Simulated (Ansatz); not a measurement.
**CH₄BFTeZn: small, medium and large basis sets**

One table from this session's results is given with a row withheld; the runs are named, their logs left out.

Program: Ansatz 0.2.0, Gaussian basis. Level of theory: one geometry, several basis sets. These are calculated values, not measurements.

The runs, in order: PBE0-D4/def2-SVP; ωB97M-V/def2-SVP; PBE0-D4/def2-QZVPP; ωB97M-V/def2-QZVPP; the functionals' def2-TZVPP values are taken from earlier runs.

### Structure used throughout

The geometry comes from an earlier relaxation with PBE0-D4 in a triple-zeta def2 set; it is a stationary point, not always the lowest conformer. Te takes the def2 core potential; no spin-orbit term is included.

SMILES `[CH3][Zn][Te]BF`, 9 atoms, charge 0, spin multiplicity 1.

Atoms are counted from 1 here; the program's logs count them from 0.

Bond lengths: C1–Zn2 1.942 Å, C1–H6 1.092 Å, C1–H7 1.092 Å, C1–H8 1.092 Å, Zn2–Te3 2.506 Å, Te3–B4 2.145 Å, B4–F5 1.329 Å, B4–H9 1.196 Å. Angles: Zn2–C1–H6 110.6°, Zn2–C1–H7 110.3°, Zn2–C1–H8 110.2°, H6–C1–H7 108.6°, H6–C1–H8 108.6°, H7–C1–H8 108.5°, C1–Zn2–Te3 179.7°, Zn2–Te3–B4 89.5°, Te3–B4–F5 121.4°, Te3–B4–H9 120.5°, F5–B4–H9 118.1°.

The first run:

The input, in.yaml:

```yaml
crystal:
  periodic: [false, false, false]
  atoms:
    - {symbol: C, position_ang: [-0.756441, -1.374216, -1.574640]}
    - {symbol: Zn, position_ang: [0.405263, -0.745765, -0.150808]}
    - {symbol: Te, position_ang: [1.910300, 0.055583, 1.686251]}
    - {symbol: B, position_ang: [0.724968, 1.835694, 1.857387]}
    - {symbol: F, position_ang: [-0.331288, 2.041169, 1.077623]}
    - {symbol: H, position_ang: [-0.370924, -2.301066, -2.004328]}
    - {symbol: H, position_ang: [-1.760745, -1.560920, -1.189082]}
    - {symbol: H, position_ang: [-0.822000, -0.624783, -2.365991]}
    - {symbol: H, position_ang: [1.000866, 2.674313, 2.663579]}
basis:
  gaussian: {orbitals: def2-SVP}
hamiltonian: {xc: pbe0, dispersion: d4}
output: {orbitals: {seedname: orbitals}}
```

Launch:

```bash
$ ansatz run in.yaml --threads 4 --pin off --events-out ev --progress --plain --max-ram 10444MiB
```

Among the steps run: PBE0-D4 in def2-SVP; ωB97M-V in def2-SVP; PBE0-D4 in def2-QZVPP; ωB97M-V in def2-QZVPP.

One table of the session follows, with a row left open; its other results are not shown here.

It belongs to the step «Functionals by basis». 

```
functional       basis  HOMO (eV)
   PBE0-D4    def2-SVP      -6.71
   PBE0-D4  def2-TZVPP      -6.81
   PBE0-D4  def2-QZVPP      -6.82
   ωB97M-V    def2-SVP      -8.67
   ωB97M-V  def2-TZVPP      -8.80
   ωB97M-V  def2-QZVPP          ?
```

Q: Estimate the row for ωB97M-V, def2-QZVPP from the others.

As computed: HOMO (eV): -8.81. In the column «HOMO (eV)» it is the lowest.
